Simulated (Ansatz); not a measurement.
The same path of a periodic cell of 13 atoms, Sn$_{4}$S$_{8}$F (host SnS2, host structure P-3m1, interstitial F) was run twice with different band settings. Lost on the way: Sn4–F13.

Computed with DFT PBE-D3(BJ), scalar-relativistic, plane waves, PAW (Ansatz 0.2.0). Settings: cutoff 420 eV, k mesh 2x2x3, gaussian smearing 0.05 eV, spin collinear.

Relaxed end points:

```xyz
13
Lattice="-3.6050 -6.2440 0.0000 5.4075 -3.1220 0.0000 0.0000 0.0000 5.4600" Properties=species:S:1:pos:R:3
Sn -0.071 -6.263 0.062
S 1.735 -5.174 4.119
S -0.044 -4.138 1.483
Sn -1.796 -3.088 -0.027
S -0.045 -2.163 3.841
S 3.799 -3.783 1.377
Sn 1.782 -3.060 0.062
S 3.379 -1.962 3.843
S 1.567 -0.909 1.340
Sn -0.049 0.037 -0.500
S -1.752 -5.091 3.859
S 1.513 -7.687 1.393
F 2.583 -5.711 1.720
```

```xyz
13
Lattice="-3.6050 -6.2440 0.0000 5.4075 -3.1220 0.0000 0.0000 0.0000 5.4600" Properties=species:S:1:pos:R:3
Sn 0.005 -6.252 -0.144
S 1.836 -5.189 3.986
S -0.104 -4.266 1.393
Sn -1.836 -3.170 -0.049
S 0.014 -2.093 4.030
S 3.717 -4.230 1.447
Sn 1.802 -3.127 0.166
S 3.604 -2.124 3.987
S 1.836 -0.907 1.395
Sn 0.023 0.046 -0.051
S -1.831 -5.189 3.854
S 1.762 -7.267 1.461
F 1.751 -3.100 2.592
```

Common settings: climbing image yes; spring 5.0 eV/Å²; optimiser quadratic models (default); force threshold 0.05 eV/Å; end points relaxed.

| run | movable images | start path | iteration limit |
| --- | --- | --- | --- |
| 1 | 5 | IDPP | 37 |
| 2 | 1 | default | 50 |

(1) What does each run give, and how far can it be trusted?

Answers

(1) Run 1: converged after 17 iterations, highest image 0.516 eV above the first end. By the program's own check the climbing image is a first-order saddle point (lowest curvatures found: -0.99 and 0.27 eV/Å²).
Run 2: converged after 15 iterations, highest image 0.506 eV above the first end. The highest image is an end point: on this band no image between the ends rises above it. So few images can step over the top or miss a turn of the path.
Limits of this set-up: coarse k mesh, a small cell, in which the defect meets its images, a typed lattice constant that wasn't relaxed here.
